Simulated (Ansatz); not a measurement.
# Cs (hcp type): the cost of one run

Computed with Ansatz 0.2.0 (DFT PBEsol, with the methods named in each step, unless a step's input says otherwise).

This is Cs in the hcp structure; at room conditions it is bcc.

2 further runs of the same task are left out: 2 that didn't finish. Runs told in other sessions of the task aren't counted.

### Step 1. The system as given

Symmetry: P6_3/mmc, No. 194, hexagonal system. The conventional cell has a = 5.400 Å, b = 5.400 Å, c = 8.748 Å, α = 90.00°, β = 90.00°, γ = 120.00°.

As a file:

```cif
data_structure
_symmetry_space_group_name_H-M 'P6_3/mmc'
_symmetry_Int_Tables_number 194
_cell_length_a 5.3998
_cell_length_b 5.3998
_cell_length_c 8.7477
_cell_angle_alpha 90.000
_cell_angle_beta 90.000
_cell_angle_gamma 120.000
_cell_volume 220.90
loop_
_atom_site_label
_atom_site_type_symbol
_atom_site_symmetry_multiplicity
_atom_site_Wyckoff_symbol
_atom_site_fract_x
_atom_site_fract_y
_atom_site_fract_z
_atom_site_occupancy
Cs1 Cs 2 c 0.33333 0.66667 0.25000 1
```

The file gives the conventional cell by its symmetry; the runs use the cell typed in the input.

Whether this phase is the stable one at these pressures isn't tested.

Atoms are numbered in the order of the input: Cs1, Cs2.

### Step 2. The reference volume, LAPW

input.yaml

```yaml
crystal:
  lattice:
    - [5.3998380542, 0.0, 0.0]
    - [-2.6999190271, 4.6763969313, 0.0]
    - [0.0, 0.0, 8.7477376479]
  atoms:
    - { symbol: Cs, position: [0.3333333333, 0.6666666667, 0.25] }
    - { symbol: Cs, position: [0.6666666667, 0.3333333333, 0.75] }
kpoints:
  mp_grid: { grid: [8, 8, 5] }
  band_path:
    path:
      - [0.0, 0.0, 0.0]
      - [0.5, 0.0, 0.0]
      - [0.3333333333, 0.3333333333, 0.0]
      - [0.0, 0.0, 0.0]
      - [0.0, 0.0, 0.5]
      - [0.5, 0.0, 0.5]
      - [0.3333333333, 0.3333333333, 0.5]
      - [0.0, 0.0, 0.5]
      - [0.5, 0.0, 0.5]
    npoints: 14
scf:
  occupations: { method: fermi_dirac, width: 0.08 }
hamiltonian:
  xc: pbesol
  pseudopotentials: { kind: all_electron, lapw: { basis_error: 0.001 } }
output:
  forces: true
  stress: true
  eigenvalues: true
  populations: true
  dos: { projected: true, de: 0.2, e_range: [-14, 8] }
```

Command:

```sh
> ansatz run input.yaml --threads 1 --pin off --max-ram 2048MiB --backend cpu --events-out ev --progress --plain --runs-dir out
```

What time and memory should one allow on 1 thread of Arm Neoverse V1, shared host?

About 8.7 s, with a peak of 0.24 GiB.
